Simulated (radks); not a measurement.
**Rh²⁺ in [Kr] 4d6.5 5p0.5: an all-electron calculation**

An exercise on one series of results from a longer session: the logs are not shown, and one member is left open.

Program: radks (a radial shooting solver on a logarithmic mesh, Libxc functionals) version 1. Level of theory: Dirac Kohn-Sham, RPBE, spin-unpolarised, spherical densities, finite nucleus; open shells are shared between the two j in proportion to 2j + 1. These are calculated values, not measurements, unless marked.

### The system

* element: rhodium (Z = 45)
* charge: +2
* electrons: 43
* configuration: [Kr] 4d6.5 5p0.5
* nuclear rms radius: 4.4945 fm

The first run:

The run's settings:

```text
Z 45
configuration [Kr] 4d6.5 5p0.5 5s0 4f0
relativity Dirac
functional rpbe,pbe
spin unpolarised
j_filling average
nucleus finite rms 4.4945 fm
c 137.035999084
```

One table of the session follows, with a row left open; its other results are not shown here.

It belongs to the step «Shells». Sizes of the orbitals, from the radial functions (bohr):

| level | <r> | outermost maximum (interpolated) | 90 % within | nodes |
| --- | --- | --- | --- | --- |
| 1s1/2 | 0.03262 | 0.0212 | 0.0585 | 0 |
| 2s1/2 | 0.1415 | 0.120 | 0.219 | 1 |
| 2p1/2 | 0.1203 | 0.0929 | 0.197 | 0 |
| 2p3/2 | 0.1252 | 0.0970 | 0.204 | 0 |
| 3s1/2 | 0.3903 | 0.352 | 0.576 | 2 |
| 3p1/2 | ? | ? | ? | ? |
| 3p3/2 | 0.3937 | 0.348 | 0.593 | 1 |
| 3d3/2 | 0.3682 | 0.290 | 0.585 | 0 |
| 3d5/2 | 0.3717 | 0.293 | 0.590 | 0 |
| 4s1/2 | 0.9760 | 0.881 | 1.42 | 3 |
| 4p1/2 | 1.051 | 0.926 | 1.55 | 2 |
| 4p3/2 | 1.080 | 0.951 | 1.59 | 2 |
| 4d3/2 | 1.404 | 1.12 | 2.20 | 1 |
| 4d5/2 | 1.418 | 1.13 | 2.22 | 1 |
| 5s1/2 | 2.638 | 2.32 | 3.84 | 4 |
| 5p1/2 | 3.153 | 2.74 | 4.62 | 3 |
| 5p3/2 | 3.231 | 2.81 | 4.73 | 3 |

Q: Estimate the row for 3p1/2 from the others.

**Answer.** <r>: 0.3830; outermost maximum (interpolated): 0.338; 90 % within: 0.578; nodes: 1. In the column «<r>» it lies between 3d5/2 (0.3717) and 3s1/2 (0.3903).
